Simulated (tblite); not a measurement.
# C3H3BF4O2: the cost of one run

Computed with tblite 0.8.0 and PySCF 2.14.0, with density-fitted response routines of our own, on a single molecule in the gas phase. Atoms are numbered from 0 throughout.

**1. The starting structure**

13 atoms, charge 0, multiplicity 1; geometry from: force field or distance geometry start.

Bonds of the start (Å): F0–B1 1.45, B1–F2 1.43, B1–C3 1.60, C3–O4 1.41, O4–C5 1.42, C5–O6 1.39, O6–C7 1.39, C7–F8 1.37, C7–F9 1.38, C5–C3 1.50, C3–H10 1.10, C5–H11 1.09, C7–H12 1.12.

**2. Geometry optimisation with GFN2-xTB**

Job settings and geometry (Å):

```
{"job": {"kind": "relax", "xc": "GFN2-xTB", "basis": "xTB"}, "charge": 0, "multiplicity": 1}
F     -2.322600     0.935500     1.478800
B     -2.160600     0.404300     0.136300
F     -2.199200     1.305200    -0.972500
C     -1.355100    -0.959600    -0.088800
O     -0.572000    -1.417800     0.991800
C      0.138300    -0.797000    -0.064300
O      0.596300     0.461400     0.318800
C      1.903100     0.753200    -0.040000
F      2.747400     0.940500     1.020800
F      2.000900     1.782800    -0.946800
H     -1.832000    -1.769500    -0.664800
H      0.781400    -1.484800    -0.608300
H      2.269700    -0.153600    -0.578900
```

On the command line:

```
OMP_NUM_THREADS=1 python probes_run.py task.json out
```

The driver reads the jobs from task.json and runs them one after another.

**Question.** How long does this first job take on 1 thread of Arm Neoverse V1, shared host?

About 1.2 s.
